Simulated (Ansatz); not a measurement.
# C6H3F2 radical: energies up the ladder, part 2 of 2

Wanted for C6H3F2 radical: energies up the ladder. Spin multiplicity 2.

Ansatz 0.2.0, Gaussian bases. The steps go on from the part before.

## Step 10: Single point, LDA/def2-TZVPPD

Contents of input.yaml:

```yaml
crystal:
  periodic: [false, false, false]
  atoms:
    - { symbol: F, position_ang: [1.78807603, -1.14019048, 0.12553722] }
    - { symbol: C, position_ang: [0.55537483, -0.65236587, 0.04684745] }
    - { symbol: C, position_ang: [-0.55769369, -1.44185746, 0.00847815] }
    - { symbol: C, position_ang: [-1.84690976, -0.99867973, -0.07204489] }
    - { symbol: C, position_ang: [-2.02789576, 0.3834551, -0.11841111] }
    - { symbol: C, position_ang: [-0.93604629, 1.23809773, -0.08289623] }
    - { symbol: C, position_ang: [0.34391198, 0.72226036, -0.00094454] }
    - { symbol: F, position_ang: [1.39548301, 1.53857742, 0.03344165] }
    - { symbol: H, position_ang: [-2.68919709, -1.67836754, -0.09889468] }
    - { symbol: H, position_ang: [-3.02850849, 0.79293278, -0.18264246] }
    - { symbol: H, position_ang: [-1.05861476, 2.31262767, -0.11798054] }
magnetization:
  spin_polarized: true
  initial_magnetization: 1
basis:
  gaussian: { orbitals: def2-TZVPPD.json }
hamiltonian:
  xc: lda
```

Launch:

```console
> ansatz run input.yaml --threads 8 --pin off --max-ram 22528MiB --backend cpu --events-out ev --progress --plain --runs-dir out
```

Output:

```text
Warning: RAYON_NUM_THREADS=8 ignored (pool sized by the plan → 8); use --threads N
Engine: ansatz 0.2.0, x86_64-unknown-linux-gnu
Functional definition: SPW92
  exchange = slater_x
  correlation = pw_c
1615 factors; their error is unknown
mean field evaluation 1: about -11600.9098 eV, gradient 5.4e1 eV
mean field evaluation 2: about -11566.8791 eV, gradient 9.6e1 eV
mean field evaluation 4: about -11614.0379 eV, gradient 1.2e1 eV
mean field evaluation 8: about -11614.8467 eV, gradient 2.6e-1 eV
mean field evaluation 16: about -11614.8011 eV, gradient 1.1e-2 eV
mean field -11614.80108219 eV, -426.8360669757 hartree, gradient 9.0e-5 eV, S^2 0.755343; 1 other end points of the search recorded, 0 dependent functions left out
reference -11614.80114003 eV, -426.8360691013 hartree; 29, 28 occupied and 324, 325 virtual orbitals, 1615 factors
Total energy: -11614.80114003 eV, -426.8360691013 hartree
```

Run time: 4.9 s. Hardware: 8 threads of AMD EPYC 7R43 (Zen 3), shared host; peak memory 0.7 GiB.

## Step 11: Single point, PBE0-D4/def2-SVPD

input.yaml: that of step 10 with these lines changed.

```diff
@@ -18,4 +18,5 @@
 basis:
-  gaussian: { orbitals: def2-TZVPPD.json }
+  gaussian: { orbitals: def2-SVPD }
 hamiltonian:
-  xc: lda
+  xc: pbe0
+  dispersion: d4
```

Launch:

```console
> ansatz run input.yaml --threads 8 --pin off --max-ram 22528MiB --backend cpu --events-out ev --progress --plain --runs-dir out
```

Output:

```text
Warning: RAYON_NUM_THREADS=8 ignored (pool sized by the plan → 8); use --threads N
[... 2 set-up lines as earlier in the session ...]
  parameter a = 0.25
[... 2 set-up lines as earlier in the session ...]
  exchange = (1 - a)*pbe_x(kappa = kappa, mu = beta*pi^2/3) + a*exact_x
[... 1 set-up line as earlier in the session ...]
1576 factors; their error is unknown
mean field evaluation 1: about -11676.0583 eV, gradient 3.2e1 eV
mean field evaluation 2: about -11673.8819 eV, gradient 3.8e1 eV
mean field evaluation 4: about -11681.0910 eV, gradient 2.2e0 eV
mean field evaluation 8: about -11681.1133 eV, gradient 1.3e-1 eV
mean field evaluation 16: about -11681.0994 eV, gradient 3.7e-3 eV
mean field -11681.09943095 eV, -429.2724863538 hartree, gradient 8.4e-5 eV, S^2 0.761289; 0 other end points of the search recorded, 0 dependent functions left out
reference -11681.09946888 eV, -429.2724877476 hartree; 29, 28 occupied and 161, 162 virtual orbitals, 1576 factors
Total energy: -11681.34644396 eV, -429.2815639145 hartree
```

Run time: 4.5 s. Hardware: 8 threads of AMD EPYC 7R43 (Zen 3), shared host; peak memory 0.69 GiB.

## Step 12: Single point, PBE-D4/def2-SVPD

input.yaml: that of step 11 with these lines changed.

```diff
@@ -20,3 +20,3 @@
 hamiltonian:
-  xc: pbe0
+  xc: pbe
   dispersion: d4
```

Launch:

```console
> ansatz run input.yaml --threads 8 --pin off --max-ram 22528MiB --backend cpu --events-out ev --progress --plain --runs-dir out
```

Output (excerpt; [...] marks lines left out):

```text
Warning: RAYON_NUM_THREADS=8 ignored (pool sized by the plan → 8); use --threads N
[... 6 set-up lines as earlier in the session ...]
1576 factors; their error is unknown
mean field evaluation 1: about -11672.0491 eV, gradient 4.1e1 eV
mean field evaluation 2: about -11656.4673 eV, gradient 6.7e1 eV
mean field evaluation 4: about -11680.7420 eV, gradient 5.6e0 eV
mean field evaluation 8: about -11680.9071 eV, gradient 1.9e-1 eV
mean field evaluation 16: about -11680.7955 eV, gradient 1.4e-3 eV
mean field -11680.79551886 eV, -429.2613177904 hartree, gradient 4.2e-5 eV, S^2 0.756477; 0 other end points of the search recorded, 0 dependent functions left out
reference -11680.79556919 eV, -429.2613196403 hartree; 29, 28 occupied and 161, 162 virtual orbitals, 1576 factors
Total energy: -11681.09078628 eV, -429.2721686680 hartree
```

It took 3.3 s on 8 threads of AMD EPYC 7R43 (Zen 3), shared host; peak memory 0.32 GiB.

## Step 13: The anion of multiplicity 1 at the same geometry, PBE0-D4/def2-TZVPPD

input.yaml: that of step 12 with these lines changed.

```diff
@@ -14,9 +14,7 @@
     - { symbol: H, position_ang: [-1.05861476, 2.31262767, -0.11798054] }
-magnetization:
-  spin_polarized: true
-  initial_magnetization: 1
+total_charge: -1
 basis:
-  gaussian: { orbitals: def2-SVPD }
+  gaussian: { orbitals: def2-TZVPPD.json }
 hamiltonian:
-  xc: pbe
+  xc: pbe0
   dispersion: d4
```

Launch:

```console
> ansatz run input.yaml --threads 8 --pin off --max-ram 22528MiB --backend cpu --events-out ev --progress --plain --runs-dir out
```

Output (excerpt; [...] marks lines left out):

```text
Warning: RAYON_NUM_THREADS=8 ignored (pool sized by the plan → 8); use --threads N
[... 7 set-up lines as earlier in the session ...]
1615 factors; their error is unknown
mean field evaluation 1: about -11684.6943 eV, gradient 6.5e1 eV
mean field evaluation 2: about -11632.0087 eV, gradient 1.3e2 eV
mean field evaluation 4: about -11694.6248 eV, gradient 1.6e1 eV
mean field evaluation 8: about -11695.2387 eV, gradient 2.0e-1 eV
mean field evaluation 16: about -11695.2529 eV, gradient 1.4e-3 eV
mean field -11695.25294244 eV, -429.7926183075 hartree, gradient 2.2e-5 eV, S^2 0.000000; 0 other end points of the search recorded, 0 dependent functions left out
reference -11695.25298682 eV, -429.7926199383 hartree; 29, 29 occupied and 324, 324 virtual orbitals, 1615 factors
Total energy: -11695.52834709 eV, -429.8027392419 hartree
```

Wall time 5.6 s (8 threads of AMD EPYC 7R43 (Zen 3), shared host); peak memory 0.94 GiB.

## Step 14: The anion of multiplicity 1 at the same geometry, PBE-D4/def2-TZVPPD

input.yaml: that of step 13 with these lines changed.

```diff
@@ -18,3 +18,3 @@
 hamiltonian:
-  xc: pbe0
+  xc: pbe
   dispersion: d4
```

Launch:

```console
> ansatz run input.yaml --threads 8 --pin off --max-ram 22528MiB --backend cpu --events-out ev --progress --plain --runs-dir out
```

Output (excerpt; [...] marks lines left out):

```text
Warning: RAYON_NUM_THREADS=8 ignored (pool sized by the plan → 8); use --threads N
[... 6 set-up lines as earlier in the session ...]
1615 factors; their error is unknown
mean field evaluation 1: about -11676.7672 eV, gradient 8.6e1 eV
mean field evaluation 2: about -11378.8351 eV, gradient 2.6e2 eV
mean field evaluation 4: about -11687.2998 eV, gradient 5.5e1 eV
mean field evaluation 8: about -11695.0498 eV, gradient 1.1e0 eV
mean field evaluation 16: about -11695.0055 eV, gradient 1.2e-2 eV
mean field -11695.00554046 eV, -429.7835264524 hartree, gradient 2.5e-5 eV, S^2 0.000000; 0 other end points of the search recorded, 0 dependent functions left out
reference -11695.00559648 eV, -429.7835285110 hartree; 29, 29 occupied and 324, 324 virtual orbitals, 1615 factors
Total energy: -11695.33451179 eV, -429.7956159259 hartree
```

It took 4.1 s on 8 threads of AMD EPYC 7R43 (Zen 3), shared host; peak memory 0.61 GiB.

## Step 15: The anion of multiplicity 1 at the same geometry, r2SCAN-D4/def2-TZVPPD

input.yaml: that of step 14 with these lines changed.

```diff
@@ -18,3 +18,3 @@
 hamiltonian:
-  xc: pbe
+  xc: r2scan
   dispersion: d4
```

Launch:

```console
> ansatz run input.yaml --threads 8 --pin off --max-ram 22528MiB --backend cpu --events-out ev --progress --plain --runs-dir out
```

Output (excerpt; [...] marks lines left out):

```text
Warning: RAYON_NUM_THREADS=8 ignored (pool sized by the plan → 8); use --threads N
[... 7 set-up lines as earlier in the session ...]
1615 factors; their error is unknown
mean field evaluation 1: about -11687.8536 eV, gradient 7.5e1 eV
mean field evaluation 2: about -11599.9294 eV, gradient 1.8e2 eV
mean field evaluation 4: about -11698.9619 eV, gradient 3.5e1 eV
mean field evaluation 8: about -11702.1604 eV, gradient 3.4e-1 eV
mean field evaluation 16: about -11702.1244 eV, gradient 2.3e-3 eV
mean field -11702.12439494 eV, -430.0451395292 hartree, gradient 1.5e-5 eV, S^2 0.000000; 0 other end points of the search recorded, 0 dependent functions left out
reference -11702.12441451 eV, -430.0451402483 hartree; 29, 29 occupied and 324, 324 virtual orbitals, 1615 factors
Total energy: -11702.20659486 eV, -430.0481603207 hartree
```

It took 6 s on 8 threads of AMD EPYC 7R43 (Zen 3), shared host; peak memory 0.65 GiB.

## Step 16: The anion of multiplicity 1 at the same geometry, B3LYP-D4/def2-TZVPPD

input.yaml: that of step 15 with these lines changed.

```diff
@@ -18,3 +18,3 @@
 hamiltonian:
-  xc: r2scan
+  xc: { name: B3LYP }
   dispersion: d4
```

Launch:

```console
> ansatz run input.yaml --threads 8 --pin off --max-ram 22528MiB --backend cpu --events-out ev --progress --plain --runs-dir out
```

Output (excerpt; [...] marks lines left out):

```text
Warning: RAYON_NUM_THREADS=8 ignored (pool sized by the plan → 8); use --threads N
[... 7 set-up lines as earlier in the session ...]
1615 factors; their error is unknown
mean field evaluation 1: about -11695.7028 eV, gradient 7.0e1 eV
mean field evaluation 2: about -11631.2042 eV, gradient 1.5e2 eV
mean field evaluation 4: about -11706.9821 eV, gradient 2.1e1 eV
mean field evaluation 8: about -11708.0420 eV, gradient 2.4e-1 eV
mean field evaluation 16: about -11708.0414 eV, gradient 1.9e-3 eV
mean field -11708.04138087 eV, -430.2625847516 hartree, gradient 5.6e-5 eV, S^2 0.000000; 0 other end points of the search recorded, 0 dependent functions left out
reference -11708.04169052 eV, -430.2625961309 hartree; 29, 29 occupied and 324, 324 virtual orbitals, 1615 factors
Total energy: -11708.56955032 eV, -430.2819946209 hartree
```

Run time: 5.2 s. Hardware: 8 threads of AMD EPYC 7R43 (Zen 3), shared host; peak memory 0.94 GiB.

## Step 17: The anion of multiplicity 1 at the same geometry, wB97M-V/def2-TZVPPD

input.yaml: that of step 16 with these lines changed.

```diff
@@ -18,3 +18,2 @@
 hamiltonian:
-  xc: { name: B3LYP }
-  dispersion: d4
+  xc: { name: wB97M-V }
```

Launch:

```console
> ansatz run input.yaml --threads 8 --pin off --max-ram 22528MiB --backend cpu --events-out ev --progress --plain --runs-dir out
```

Output (excerpt; [...] marks lines left out):

```text
Warning: RAYON_NUM_THREADS=8 ignored (pool sized by the plan → 8); use --threads N
[...]
[... 1 set-up line as earlier in the session ...]
[...]
  gx(w, u) = 1 - cx + cx01*u + cx10*w
  gss(w, u) = css00 + css04*u^4 + css10*w + css20*w^2 + css43*w^4*u^3
  gos(w, u) = cos00 + cos10*w + (cos20 + cos21*u)*w^2 + (cos60 + cos61*u)*w^6
[...]
      + integral(e_c_pw_mod_opposite_spin*gos(b97_w_opposite, b97_u_opposite)) + vv10(b, c)
1615 factors; their error is unknown
460 factors; integrals over basis functions are off by at most 2.4e-5 eV
[...]
mean field -11704.44377238 eV, -430.1303750779 hartree, gradient 6.4e-5 eV, S^2 0.000000; 0 other end points of the search recorded, 0 dependent functions left out
reference -11704.44384258 eV, -430.1303776577 hartree; 29, 29 occupied and 324, 324 virtual orbitals, 1615 factors
Total energy: -11704.44384258 eV, -430.1303776577 hartree
```

Run time: 13 s. Hardware: 8 threads of AMD EPYC 7R43 (Zen 3), shared host; peak memory 1.3 GiB.

## Step 18: The anion of multiplicity 1 at the same geometry, B2PLYP/def2-TZVPPD

input.yaml: that of step 17 with these lines changed.

```diff
@@ -18,2 +18,2 @@
 hamiltonian:
-  xc: { name: wB97M-V }
+  xc: { name: B2PLYP }
```

Launch:

```console
> ansatz run input.yaml --threads 8 --pin off --max-ram 22528MiB --backend cpu --events-out ev --progress --plain --runs-dir out
```

Output (excerpt; [...] marks lines left out):

```text
Warning: RAYON_NUM_THREADS=8 ignored (pool sized by the plan → 8); use --threads N
[...]
[... 1 set-up line as earlier in the session ...]
[...]
2172 factors; integrals over basis functions are off by at most 1.1e-3 eV
[...]
mean field -11686.78962848 eV, -429.4815972561 hartree, gradient 8.2e-6 eV, S^2 0.000000; 0 other end points of the search recorded, 0 dependent functions left out
8 core orbitals not correlated: weight in the atoms' cores, before any rotation towards them, 1.000 or more for the frozen orbitals, at most 0.000 for the correlated occupied ones
reference -11686.78982578 eV, -429.4816045069 hartree; 21, 21 occupied and 324, 324 virtual orbitals, 2172 factors
second order -47.61033631 eV of doubles, -0.00000000 eV of singles
Total energy: -11699.64461659 eV, -429.9540093557 hartree
```

It took 15 s on 8 threads of AMD EPYC 7R43 (Zen 3), shared host; peak memory 1.7 GiB.

## Step 19: Geometries side by side

| level | F1–C2 (Å) | C2–C3 (Å) | C2–C7 (Å) | rotational constants (MHz) | dipole (D) | highest frequency (cm⁻¹) | CPU time |
| --- | --- | --- | --- | --- | --- | --- | --- |
| PBE0-D4/def2-TZVPPD | 1.3281 | 1.3652 | 1.3916 | 3458.5, 2230.1, 1355.8 | 2.64 | 3228 | 11 min |

Constants are for the commonest isotopes at the equilibrium geometry; times are CPU times of the relaxations.

## Step 20: Vertical electron affinity

| level | vertical electron affinity (eV) | from B2PLYP/def2-TZVPPD (eV) | CPU time of both |
| --- | --- | --- | --- |
| PBE-D4/def2-TZVPPD | 1.575 | +0.019 | 79 s |
| r2SCAN-D4/def2-TZVPPD | 1.359 | -0.197 | 2 min |
| B3LYP-D4/def2-TZVPPD | 1.632 | +0.075 | 2.2 min |
| wB97M-V/def2-TZVPPD | 1.610 | +0.053 | 9.3 min |
| B2PLYP/def2-TZVPPD | 1.556 | -0.000 | 5.7 min |

## Step 21: Results

What follows sums up all 2 parts.

| quantity | value |
| --- | --- |
| F1–C2 at PBE0-D4/def2-TZVPPD | 1.328 Å |
| C2–C3 at PBE0-D4/def2-TZVPPD | 1.365 Å |
| C2–C7 at PBE0-D4/def2-TZVPPD | 1.392 Å |
| frequencies at PBE0-D4/def2-TZVPPD | 189 to 3228 cm⁻¹ |
| vertical electron affinity, B2PLYP/def2-TZVPPD | 1.556 eV |

**Reading.** No mode is imaginary, so the geometry is a minimum. For the vertical electron affinity, PBE-D4/def2-TZVPPD comes nearest to B2PLYP/def2-TZVPPD (+0.02 eV) and r2SCAN-D4/def2-TZVPPD is farthest (-0.20 eV).
